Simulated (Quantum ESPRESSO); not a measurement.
Crystal: ZrTaTe4.

```
Ta Te Zr
1.0
     3.83253    0.00000    0.00000
    -1.91626    3.31906    0.00000
     0.00000    0.00000   14.50821
Ta Te Zr
1 4 1
Direct
  0.00000 0.00000 0.00000
  0.66667 0.33333 0.12197
  0.66667 0.33333 0.62868
  0.33333 0.66667 0.37132
  0.33333 0.66667 0.87803
  0.00000 0.00000 0.50000
```

The cell comes from a database or a generator and needn't be the stable form of this composition.

Base run:

```yaml
Program: Quantum ESPRESSO 7.5
Functional: LDA
Potentials_or_basis: GBRV 1.5 LDA
Cutoff: 762 eV
Density_cutoff: 6095 eV
k_mesh: 8 × 8 × 2
Occupations: fermi-dirac, width 0.05 eV
Spin: no spin polarisation
```

Its results: band gap on the k mesh none (metal or under the smearing width); pressure -4.5 GPa; largest force 0.428 eV/Å.

Task: The run is repeated on the same cell with these changes: functional from LDA to PBEsol; potentials or basis from GBRV 1.5 LDA to GBRV 1.5 PBEsol. What comes out?

Result: Band gap on the k mesh none (metal or under the smearing width); pressure -3.0 GPa; largest force 0.239 eV/Å.

Caveats: some levels on the path didn't converge; spin-orbit coupling is left out, which moves the levels of the heavy elements; this functional lacks dispersion, which binds the layers, so the pressure and a relaxed spacing across them are unreliable (some runs).
